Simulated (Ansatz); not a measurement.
# C2H5AlO2: up Jacob's ladder to CCSD(T)

One table from this session's results is given with a row withheld; the runs are named, their logs left out.

Computed with Ansatz 0.2.0, Gaussian basis. Level: functionals in def2-TZVPP, the program's frozen cores in correlated methods.

The runs, in order: PBE-D4, r2SCAN-D4, PBE0-D4, B3LYP-D4, ωB97X-V, ωB97M-V, B2PLYP; CCSD(T)/def2-TZVPP; MP2/def2-QZVPP; extrapolation to the limit.

## The geometry

An earlier PBE0-D4 in a triple-zeta def2 set relaxation fixed the geometry.

10 atoms, charge 0, spin multiplicity 1.

Atoms are counted from 1 here; the program's logs count them from 0.

Bond lengths: C1–O2 1.396 Å, C1–H6 1.094 Å, C1–H7 1.094 Å, C1–H8 1.095 Å, O2–Al3 1.655 Å, Al3–C4 1.873 Å, Al3–O5 1.695 Å, C4–O5 1.504 Å, C4–H9 1.091 Å, C4–H10 1.091 Å. Angles: O2–C1–H6 109.8°, O2–C1–H7 109.8°, O2–C1–H8 112.1°, H6–C1–H7 108.2°, H6–C1–H8 108.4°, H7–C1–H8 108.4°, C1–O2–Al3 146.7°, O2–Al3–C4 170.3°, O2–Al3–O5 140.1°, C4–Al3–O5 49.5°, Al3–C4–O5 59.0°, Al3–C4–H9 124.0°, Al3–C4–H10 124.0°, O5–C4–H9 112.2°, O5–C4–H10 112.2°, H9–C4–H10 110.7°, Al3–O5–C4 71.4°.

Set-up of the first run:

File in.yaml:

```yaml
crystal:
  periodic: [false, false, false]
  atoms:
    - {symbol: C, position_ang: [0.653313, -1.373207, 1.679464]}
    - {symbol: O, position_ang: [0.268907, -1.041777, 0.378990]}
    - {symbol: Al, position_ang: [-0.187011, 0.158248, -0.665251]}
    - {symbol: C, position_ang: [-0.671456, 1.708265, -1.598424]}
    - {symbol: O, position_ang: [-0.631767, 0.371914, -2.286462]}
    - {symbol: H, position_ang: [1.646521, -1.831071, 1.667690]}
    - {symbol: H, position_ang: [-0.050869, -2.095606, 2.101919]}
    - {symbol: H, position_ang: [0.684766, -0.497638, 2.336311]}
    - {symbol: H, position_ang: [-1.674005, 2.137312, -1.588030]}
    - {symbol: H, position_ang: [0.044699, 2.412460, -2.023308]}
basis:
  gaussian: {orbitals: def2-TZVPP}
hamiltonian: {xc: pbe, dispersion: d4}
output: {forces: true, orbitals: {seedname: orbitals}}
```

Launch:

```bash
$ ansatz run in.yaml --threads 4 --pin off --events-out ev --progress --plain --max-ram 10444MiB
```

Steps of the session up to this table: PBE-D4 (GGA); r2SCAN-D4 (meta-GGA); PBE0-D4 (hybrid); B3LYP-D4 (hybrid); ωB97X-V (range-separated); ωB97M-V (range-separated); B2PLYP (double hybrid); CCSD(T) in def2-TZVPP; MP2 in def2-QZVPP.

One of the session's tables, all rows but one given; the rest of the session is left out.

It belongs to the step «Atomisation energies». 

| method | atomisation energy (kcal/mol) |
| --- | --- |
| PBE-D4 | 927.9 |
| r2SCAN-D4 | 911.4 |
| PBE0-D4 | 904.1 |
| B3LYP-D4 | ? |
| ωB97X-V | 907.9 |
| ωB97M-V | 908.9 |
| B2PLYP | 897.9 |
| HF/def2-TZVPP | 634.2 |
| MP2/def2-TZVPP | 906.8 |
| CCSD/def2-TZVPP | 866.4 |
| CCSD(T)/def2-TZVPP | 882.2 |
| MP2/CBS | 933.0 |
| CCSD(T)/CBS | 908.4 |

**Question.** Estimate the row for B3LYP-D4.

As computed: atomisation energy (kcal/mol): 903.8. In the column «atomisation energy (kcal/mol)» it lies between B2PLYP (897.9) and PBE0-D4 (904.1).
